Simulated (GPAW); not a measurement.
The system is PmO.

```xyz
2
Lattice="0.0000 2.3857 2.3857 2.3857 0.0000 2.3857 2.3857 2.3857 0.0000" Properties=species:S:1:pos:R:3 pbc="T T T"
Pm    2.3857    2.3857    2.3857
O     0.0000    0.0000    0.0000
```

The cell comes from a database or a generator and needn't be the stable form of this composition.

Base run:

- Program: GPAW 26.7.0
- Functional: r2SCAN
- Potentials or basis: GPAW PAW data sets (gpaw-data 1.2.1)
- Cutoff: 800 eV
- Basis: pw
- k mesh: 7 × 7 × 7
- Occupations: gaussian, width 0.05 eV
- Spin: collinear spin, ferromagnetic start
- Starting moments: [4.0, 0.0] μB
- Fixed moment: 4 μB
- Hubbard terms: Pm f U = 8 eV

Its results: pressure 26.9 GPa.

The run is repeated on the same cell with these changes: spin from collinear spin, ferromagnetic start to no spin polarisation; fixed moment from 4 μB to none. What comes out?

Pressure 27.6 GPa.

Caveats: one-centre terms of the f shell are cut off; the PAW data sets were made with another functional, which shifts forces and pressure a little; the magnetic or orbital state may not be the lowest (some runs); the total moment is fixed, so each spin has its own Fermi level (some runs); an odd number of electrons without spin polarisation forces a metal (some runs); a magnetic or distorted state may lie lower (some runs).
